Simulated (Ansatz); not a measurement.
# In2CuO4: the cost of one run

Method: DFT PBE+U (U_eff = 8 eV on Cu d), plane waves, PAW, in Ansatz 0.2.0.

### Step 1. The structure to begin with

The structure is tetragonal, space group I4/mmm (No. 139). Conventional cell: a = 3.957 Å, b = 3.957 Å, c = 12.080 Å, α = 90.00°, β = 90.00°, γ = 90.00°. Around In (site symmetry 4mm) lie 8 O at 2.34 to 2.66 Å. Cu (site symmetry 4/mmm) has 4 O at 1.98 Å as nearest neighbours. O (site symmetry mmm) has 2 Cu at 1.98 Å and 4 In at 2.66 Å as nearest neighbours. O (site symmetry -4m2) has 4 In at 2.34 Å as nearest neighbours.

As a file:

```cif
data_structure
_symmetry_space_group_name_H-M 'P 1'
_symmetry_Int_Tables_number 1
_cell_length_a 6.6566
_cell_length_b 6.6566
_cell_length_c 6.6566
_cell_angle_alpha 145.418
_cell_angle_beta 145.418
_cell_angle_gamma 49.712
_cell_volume 94.57
loop_
_atom_site_label
_atom_site_type_symbol
_atom_site_fract_x
_atom_site_fract_y
_atom_site_fract_z
_atom_site_occupancy
In1 In 0.35290 0.35290 0.00000 1
In2 In 0.64710 0.64710 0.00000 1
Cu1 Cu 0.00000 0.00000 0.00000 1
O1 O 0.50000 0.00000 0.50000 1
O2 O 0.00000 0.50000 0.50000 1
O3 O 0.75000 0.25000 0.50000 1
O4 O 0.25000 0.75000 0.50000 1
```

Magnetic order typed: ferromagnetic.

### Step 2. From atoms, symmetry kept, no search

Input file input.yaml:

```yaml
crystal:
  lattice:
    - [-1.97849994, 1.97849994, 6.03999983]
    - [1.97849994, -1.97849994, 6.03999983]
    - [1.97849994, 1.97849994, -6.03999983]
  atoms:
    - { symbol: In, position: [0.3529, 0.3529, 0.0] }
    - { symbol: In, position: [0.6471, 0.6471, 0.0] }
    - { symbol: Cu, position: [0.0, 0.0, 0.0], spin: 1.0 }
    - { symbol: O, position: [0.5, 0.0, 0.5] }
    - { symbol: O, position: [0.0, 0.5, 0.5] }
    - { symbol: O, position: [0.75, 0.25, 0.5] }
    - { symbol: O, position: [0.25, 0.75, 0.5] }
basis:
  ecutwfc: 420
  ecutrho_ratio: 4
kpoints:
  mp_grid: { grid: [7, 7, 7] }
hamiltonian:
  xc: pbe
  hubbard: { sites: [{ site: 2, l: d, u_eff: 8.0 }] }
scf:
  occupations: { method: gaussian, width: 0.05 }
  lower_state_search: "off"
  max_iter: 150
output:
  forces: true
  stress: true
  eigenvalues: true
  populations: true
  hubbard: { sites: [{ site: 2, l: d }] }
magnetization:
  spin_polarized: true
```

Command:

```console
ansatz run input.yaml --threads 4 --pin off --max-ram 6144MiB --backend cpu --events-out ev --progress --plain --runs-dir out
```

**Question.** How long does this run take on 4 threads of AMD EPYC 7R43 (Zen 3), shared host, and how much memory does it need?

About 13 s, with a peak of 0.74 GiB.
